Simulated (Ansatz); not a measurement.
**CH4OSn: taking an electron away**

The task here is to estimate one member of a computed series from the others.

Method: unrestricted cation, the program's frozen cores in correlated methods; program: Ansatz 0.2.0, Gaussian basis.

Levels to be run: UKS PBE-D4/def2-TZVPP; UKS r2SCAN-D4/def2-TZVPP; UKS PBE0-D4/def2-TZVPP; UKS B3LYP-D4/def2-TZVPP; UKS wB97X-V/def2-TZVPP; UKS wB97M-V/def2-TZVPP; UKS B2PLYP/def2-TZVPP; UHF-CCSD(T)/def2-TZVPP; UHF-CCSD(T)/def2-QZVPP; extrapolation to the limit; then −ε(HOMO) from the neutral's earlier runs with LDA (SPW92), PBE-D4, revPBE-D4, BLYP-D4, r2SCAN-D4, B97M-V, PBE0-D4, B3LYP-D4, r2SCANh-D4, r2SCAN0-D4, HSE06-D4, BHLYP-D4, CAM-B3LYP-D4, LC-ωPBE, ωB97X-V, ωB97M-V.

**The relaxed structure**

All runs share one geometry, relaxed beforehand with PBE0-D4 in a triple-zeta def2 set. Sn takes the def2 core potential; no spin-orbit term is included.

SMILES `[CH3][Sn][OH]`, 7 atoms, charge 0, spin multiplicity 1.

Atoms are counted from 1 here; the program's logs count them from 0.

Bond lengths: C1–Sn2 2.195 Å, C1–H4 1.095 Å, C1–H5 1.092 Å, C1–H6 1.095 Å, Sn2–O3 1.985 Å, O3–H7 0.961 Å. Angles: Sn2–C1–H4 109.6°, Sn2–C1–H5 112.6°, Sn2–C1–H6 109.6°, H4–C1–H5 108.5°, H4–C1–H6 107.8°, H5–C1–H6 108.5°, C1–Sn2–O3 94.9°, Sn2–O3–H7 114.5°.

The first run:

in.yaml

```yaml
crystal:
  periodic: [false, false, false]
  atoms:
    - {symbol: C, position_ang: [-0.773134, 0.486425, -0.226685]}
    - {symbol: Sn, position_ang: [1.310421, 0.353415, -0.903810]}
    - {symbol: O, position_ang: [1.821153, -1.057606, 0.395733]}
    - {symbol: H, position_ang: [-1.259703, -0.487664, -0.342273]}
    - {symbol: H, position_ang: [-1.348927, 1.229638, -0.781721]}
    - {symbol: H, position_ang: [-0.798739, 0.748902, 0.836003]}
    - {symbol: H, position_ang: [1.110228, -1.341111, 0.977054]}
basis:
  gaussian: {orbitals: def2-TZVPP}
total_charge: 1
magnetization: {spin_polarized: true, initial_magnetization: 1}
hamiltonian: {xc: pbe, dispersion: d4}
```

Run with:

```
ansatz run in.yaml --threads 2 --pin off --events-out ev --progress --plain --max-ram 22528MiB --backend cpu
```

Among the steps run: Cation, UKS PBE-D4/def2-TZVPP; Cation, UKS r2SCAN-D4/def2-TZVPP; Cation, UKS PBE0-D4/def2-TZVPP; Cation, UKS B3LYP-D4/def2-TZVPP; Cation, UKS wB97X-V/def2-TZVPP; Cation, UKS wB97M-V/def2-TZVPP; Cation, UKS B2PLYP (frozen core)/def2-TZVPP; Cation, UHF-CCSD(T)/def2-TZVPP; Cation, UHF-CCSD(T)/def2-QZVPP.

One of the session's tables, all rows but one given; the rest of the session is left out.

It belongs to the step «Ionisation energies side by side». For comparison, −ε(HOMO) of the neutral from earlier runs:

```
  functional  −ε(HOMO) (eV)
 LDA (SPW92)           5.65
      PBE-D4           5.47
   revPBE-D4           5.41
     BLYP-D4              ?
   r2SCAN-D4           5.71
      B97M-V           5.63
     PBE0-D4           6.49
    B3LYP-D4           6.33
  r2SCANh-D4           6.09
  r2SCAN0-D4           6.66
    HSE06-D4           6.10
    BHLYP-D4           7.41
CAM-B3LYP-D4           7.75
     LC-ωPBE           8.96
     ωB97X-V           8.66
     ωB97M-V           8.58
```

Estimate the missing values for BLYP-D4.

Worked estimate for «−ε(HOMO) (eV)». Against the share of exact exchange, B3LYP-D4 (0.2, 6.33), BHLYP-D4 (0.5, 7.41) give a slope of 3.60 per unit share; at 0 the line stands at 5.61.

**Answer.** −ε(HOMO) (eV): 5.36. In «−ε(HOMO) (eV)» the line misses by +0.25.
